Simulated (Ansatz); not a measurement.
# Be3Al3V: the cost of one run

Computed with Ansatz 0.2.0 (DFT PBE, scalar-relativistic, plane waves, PAW, unless a step's input says otherwise).

**1. The structure to begin with**

Symmetry: Pm-3m, No. 221, cubic system. The conventional cell has a = 4.423 Å, b = 4.423 Å, c = 4.423 Å, α = 90.00°, β = 90.00°, γ = 90.00°. Around Be (site symmetry 4/mmm) lie 4 Al at 2.21 Å. Around Al (site symmetry 4/mmm) lie 4 Be at 2.21 Å and 2 V at 2.21 Å. V (site symmetry m-3m) is surrounded by 6 Al at 2.21 Å.

Structure file:

```xyz
7
Lattice="4.4226 0.0000 0.0000 0.0000 4.4226 0.0000 0.0000 0.0000 4.4226" Properties=species:S:1:pos:R:3 pbc="T T T"
Be    0.0000    2.2113    2.2113
Be    2.2113    0.0000    2.2113
Be    2.2113    2.2113    0.0000
Al    2.2113    0.0000    0.0000
Al    0.0000    2.2113    0.0000
Al    0.0000    0.0000    2.2113
V     0.0000    0.0000    0.0000
```

A structure generator made this guess: species swapped into a database cell of Ca3AsBr3 (Pm-3m, No. 221), with Al on the Ca sites, V on the As sites and Be on the Br sites. Lengths come from tabulated atomic sizes and are only a guess.

**2. The guess as it stands, on a coarse mesh**

The input, input.yaml:

```yaml
crystal:
  lattice:
    - [4.42256226, 0.0, 0.0]
    - [0.0, 4.42256226, 0.0]
    - [0.0, 0.0, 4.42256226]
  atoms:
    - { symbol: Be, position: [0.0, 0.5, 0.5] }
    - { symbol: Be, position: [0.5, 0.0, 0.5] }
    - { symbol: Be, position: [0.5, 0.5, 0.0] }
    - { symbol: Al, position: [0.5, 0.0, 0.0] }
    - { symbol: Al, position: [0.0, 0.5, 0.0] }
    - { symbol: Al, position: [0.0, 0.0, 0.5] }
    - { symbol: V, position: [0.0, 0.0, 0.0], spin: 2.0 }
basis:
  ecutwfc: 420
kpoints:
  mp_grid: { grid: [4, 4, 4] }
hamiltonian:
  xc: pbe
scf:
  occupations: { method: gaussian, width: 0.1 }
  lower_state_search: "off"
output:
  forces: true
  stress: true
  eigenvalues: true
  populations: true
magnetization:
  spin_polarized: true
```

Command:

```
$ ansatz run input.yaml --threads 1 --pin off --max-ram 2048MiB --backend cpu --events-out ev --progress --plain --runs-dir out
```

Q: Estimate wall time and peak memory on 1 thread of Arm Neoverse V1, shared host.

About 5.4 s, with a peak of 0.34 GiB.
